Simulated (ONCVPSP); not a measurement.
# Cu: generating and testing an ONCV potential

Task: generate the file, and judge it by its errors in other configurations, its logarithmic derivatives, its ghosts and its cutoff.

Method: ONCVPSP 4.0.1.1 (patched build), LDA (Perdew-Wang 92), scalar-relativistic.

**1. The atom and the settings**

The settings as typed:

```
element                 : copper (Cu, Z = 29)
type                    : optimised norm-conserving Vanderbilt (ONCV)
frozen core             : [Ne]
valence charge          : 19
reference configuration : 3s2 3p6 3d10 4s1
partial waves           : 3s+4s: rc 1.10 bohr, ncon 4, nbas 8, qcut 10.2 1/bohr, 2 projectors; 3p: rc 0.65 bohr, ncon 5, nbas 9, qcut 13.7 1/bohr, 2 projectors, debl 3.8 Ha; 3d: rc 1.40 bohr, ncon 4, nbas 9, qcut 10.6 1/bohr, 3 projectors, debl 3.1 Ha
local potential         : polynomial inside 0.60 bohr (lpopt 3, dvloc0 -1 Ha)
core correction         : Teter function, fcfact 4.25, rcfact 1.05
```

The outer shells as boxes (Hund's rule for the drawing; the calculation is spin-unpolarised):

```
[Ne] core
3s [↑↓]
3p [↑↓][↑↓][↑↓]
3d [↑↓][↑↓][↑↓][↑↓][↑↓]
4s [↑ ]
```

**2. The generation run**

Input file Cu.dat:

```
# ATOM AND REFERENCE CONFIGURATION
# atsym  z   nc   nv     iexc    psfile
  Cu 29.00    3    4  -001012      upf
#
#   n    l    f
    1    0    2.00
    2    0    2.00
    2    1    6.00
    3    0    2.00
    3    1    6.00
    3    2   10.00
    4    0    1.00
#
# PSEUDOPOTENTIAL AND OPTIMIZATION
# lmax
    2
#
#   l,   rc,      ep,       ncon, nbas, qcut
    0    1.10    0.00    4    8   10.20
    1    0.65    0.00    5    9   13.70
    2    1.40    0.00    4    9   10.60
#
# LOCAL POTENTIAL
# lloc, lpopt,  rc(5),   dvloc0
    4    3    0.60   -1.00
#
# VANDERBILT-KLEINMAN-BYLANDER PROJECTORs
# l, nproj, debl
    0    2    2.10
    1    2    3.80
    2    3    3.10
#
# MODEL CORE CHARGE
# icmod, fcfact, rcfact
    3    4.25    1.05
#
# LOG DERIVATIVE ANALYSIS
# epsh1, epsh2, depsh
   -6.00    5.00    0.04
#
# OUTPUT GRID
# rlmax, drl
    6.00    0.01
#
# TEST CONFIGURATIONS
# ncnf
    4
# nvcnf
#   n    l    f
    4
    3    0    2.00
    3    1    6.00
    3    2   10.00
    4    0    0.00
#
    4
    3    0    2.00
    3    1    6.00
    3    2    9.00
    4    0    0.00
#
    4
    3    0    2.00
    3    1    6.00
    3    2    8.00
    4    0    0.00
#
    4
    3    0    1.00
    3    1    6.00
    3    2   10.00
    4    0    1.00
#
```

On the command line:

```sh
$ oncvpsp.x < Cu.dat > Cu.out
```

Before running it: what results should come out? Wanted: cutoffs for 1 and 0.1 mHa per electron, occupied waves; bound ghosts; GHOST(+) flags; largest test error; largest phase difference near zero energy, channels read; rms error of d²Exc/dn², without and with the model core.

**Answer**, as computed:

| quantity | value |
| --- | --- |
| cutoffs for 1 and 0.1 mHa per electron, occupied waves | 87 Ha and 165 Ha |
| bound ghosts | none found |
| GHOST(+) flags | s at 514 eV, d at 2421 eV |
| largest test error (AE − PS) | -362 meV, for 3s1 3p6 3d10 4s1 (1 test unsolved) |
| largest phase difference near zero energy, channels read | 0.000 rad |
| rms error of d²Exc/dn², without and with the model core | 2.78 and 1.31 mHa |

In words: The worst unpolarised test, 3s1 3p6 3d10 4s1, is off by 362 meV on 121.7 eV; by total energies transferability rates as fair for so large an energy. That test lies far up in energy; among those under 40 eV, nearer to bonding, the largest error is 5.7 meV. Of the tests 1 gave no usable energy difference, which is a warning in itself. By its cutoff, 87 Ha for the looser tolerance, it is very hard. At the looser tolerance the 3p wave is the slowest; 3d needs 48 Ha. It is free of bound ghosts as far as tested. Near zero energy the phases of the channels with partial waves agree within 0.001 rad. The program also flags highly localised states, GHOST(+) (s, d). These are tests on the free atom; a crystal test is still owed.
